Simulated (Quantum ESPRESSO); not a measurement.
# WAu: zone-centre phonons under several settings

```xyz
2
Lattice="0.0000 2.7480 2.7480 2.7480 0.0000 2.7480 2.7480 2.7480 0.0000" Properties=species:S:1:pos:R:3 pbc="T T T"
W     0.0000    0.0000    0.0000
Au    4.1220    4.1220    4.1220
```

The cell was built by a generator and needn't be a form met in nature.

All runs used Quantum ESPRESSO 7.5; potentials PseudoDojo 0.4.1 SR PBE standard; k mesh 7 × 7 × 7; no spin polarisation; cutoff 1034 eV; occupations cold, width 0.2 eV.

| level | geometry | volume (Å³/atom) | pressure (GPa) | lowest optical mode without the field (cm⁻¹) |
| --- | --- | --- | --- | --- |
| PBE | relaxed at 0 GPa | 24.56 | 0.2 | 188 |
| PBE | relaxed at 10 GPa | ? | 10.1 | ? |

Problem. What stands in the row left open?

Solution. Volume 23.00 Å³/atom; lowest optical mode without the field 211 cm⁻¹.

Caveats: the mesh is thin for the phonons of a metal; the volume moved by over 15 % at a fixed basis, so the end points are rough (some runs); the cell is more than 3 GPa from zero pressure, which shifts response properties (some runs).

For the row left open. Caveat: the mesh is thin for the phonons of a metal; the cell is more than 3 GPa from zero pressure, which shifts response properties.
